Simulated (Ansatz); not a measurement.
NaCu:

```xyz
2
Lattice="2.9422 0.0000 0.0000 0.0000 2.9422 0.0000 0.0000 0.0000 4.0409" Properties=species:S:1:pos:R:3 pbc="T T T"
Na    0.0000    0.0000    0.0000
Cu    1.4711    1.4711    2.0205
```

The cell was built by a generator and needn't be a form met in nature.

Base run:

```yaml
Program: Ansatz 0.2.0
Functional: BLYP
Potentials_or_basis: Ansatz PAW
Cutoff: "420 eV (not typed: the program's choice for these potentials)"
k_mesh: 9 × 9 × 7
Occupations: fermi-dirac, width 0.05 eV
Spin: no spin polarisation
```

Its results: band gap on the k mesh none (metal or under the smearing width); pressure 4.7 GPa.

Question: The run is repeated on the same cell with these changes: functional from BLYP to PBE. What comes out?

Answer: Band gap on the k mesh none (metal or under the smearing width); pressure 3.0 GPa.

PBE binds more tightly than BLYP, so the same cell stands under less pressure.

Caveats: the PAW data sets come from PBE, with cores solved anew for the run's functional, which leaves a small shift of forces and pressure (some runs).
